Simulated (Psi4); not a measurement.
**ZnH2 (SMILES [H][Zn][H]), run twice**

Wanted: a single-point energy of ZnH2, HF/cc-pV(T+d)Z (Cholesky decomposition).

The calculation is run with Psi4 1.11.

2 further runs of the same task are left out: 2 set aside as unsound or not needed.

### 1 Starting point

The species is ZnH2 (3 atoms), meant as a singlet with charge 0. SMILES: `[H][Zn][H]`. Geometry: a GFN2-xTB relaxation, a rough one for these elements and not checked as a minimum.

Bond lengths: Zn1–H2 1.499 Å, Zn1–H3 1.499 Å. Angles: H2–Zn1–H3 180.0°.

### 2 The input as first written

Input file input.in:

```
memory 1.6 GB

molecule mol {
  0 1
  Zn     0.000210     0.000120    -0.000080
  H     -0.018120    -0.022340     1.498900
  H      0.017920     0.022220    -1.498820
  no_reorient
  no_com
}

set {
  reference rhf
  scf_type cd
  basis_set cc-pvdz
}

E = energy("hf/cc-pV(T+d)Z")
```

Run with:

```bash
$ psi4 input.in input.out -n 1
```

input.out:

```text
Psi4 1.11 release

Error: option BASIS_SET is not contained in the list of available options.

Did you mean?

RuntimeError:
Fatal Error: BASIS_SET is not a valid option.

Printing out the relevant lines from the Psithon --> Python processed input file:
      no_com
    ""","mol")
    core.IO.set_default_namespace("mol")
    core.set_global_option("REFERENCE", "rhf")
    core.set_global_option("SCF_TYPE", "cd")
--> core.set_global_option("BASIS_SET", "cc-pvdz")
    E = energy("hf/cc-pV(T+d)Z")

!----------------------------------------------------------------------------------!
!                                                                                  !
! Fatal Error: BASIS_SET is not a valid option.                                    !
!                                                                                  !
!----------------------------------------------------------------------------------!

    Psi4 run time: 0:00:00.01
```

It took 0.56 s on 1 thread of AMD EPYC 9R45 (Zen 5), shared host; peak memory 0.14 GiB.

### 3 Diagnosis

The input was rejected.

The log says `Fatal Error: BASIS_SET is not a valid option.`. The cause is that the input text is malformed or holds a word that the program doesn't know.

### 4 Second attempt

Input file input.in:

```
memory 1.6 GB

molecule m {
  0 1
  Zn     0.000210     0.000120    -0.000080
  H     -0.018120    -0.022340     1.498900
  H      0.017920     0.022220    -1.498820
  no_reorient
  no_com
}

set reference rhf
set scf_type cd

energy('hf/cc-pV(T+d)Z')
```

Run with:

```bash
$ psi4 -n 1 input.in input.out
```

input.out:

```text
[...]
  Running in c1 symmetry.
[...]
  Nuclear repulsion =   21.355811379207452
[...]
  Multiplicity = 1
[...]
  Nalpha       = 16
  Nbeta        = 16
[...]
    Number of basis functions: 96
[...]
   @RHF iter   1: -1776.94068111500178   -1.93706e+00   3.97312e-02 DIIS/ADIIS
[...]
   @RHF iter   9: -1778.96781022598088   -1.07996e-08   3.33643e-07 DIIS
[...]
    Orbital Energies [Eh]
    ---------------------
    Doubly Occupied:
       1A   -353.325760     2A    -44.388049     3A    -38.952564
       4A    -38.952564     5A    -38.949221     6A     -5.662539
       7A     -3.866082     8A     -3.866082     9A     -3.864601
      10A     -0.812306    11A     -0.812301    12A     -0.810887
      13A     -0.805097    14A     -0.805093    15A     -0.467650
      16A     -0.403271
[...]
  @RHF Final Energy: -1778.96781022598088
   => Energetics <=
    Nuclear Repulsion Energy =             21.3558113792074522
    One-Electron Energy =               -2527.1593795131452680
    Two-Electron Energy =                 726.8357579079568040
    Total Energy =                      -1778.9678102259811112
[...]
 Multipole Moments:
 ------------------------------------------------------------------------------------
     Multipole            Electronic (a.u.)      Nuclear  (a.u.)        Total (a.u.)
 ------------------------------------------------------------------------------------
 L = 1.  Multiply by 2.5417464519 to convert [e a0] to [Debye]
 Dipole X            :         -0.0110628            0.0115273            0.0004645
 Dipole Y            :         -0.0063056            0.0065762            0.0002707
 Dipole Z            :          0.0041451           -0.0043842           -0.0002390
 Magnitude           :                                                    0.0005884
[...]
```

Run time: 56 s. Hardware: 1 thread of AMD EPYC 9R45 (Zen 5), shared host; peak memory 1.5 GiB.

### 5 Results

Level: HF/cc-pV(T+d)Z (Cholesky decomposition).

```
     quantity           value
 total energy  -1778.96781 Eh
dipole moment          0.00 D
  HOMO energy       -10.97 eV
  LUMO energy         1.48 eV
HOMO–LUMO gap        12.45 eV
```
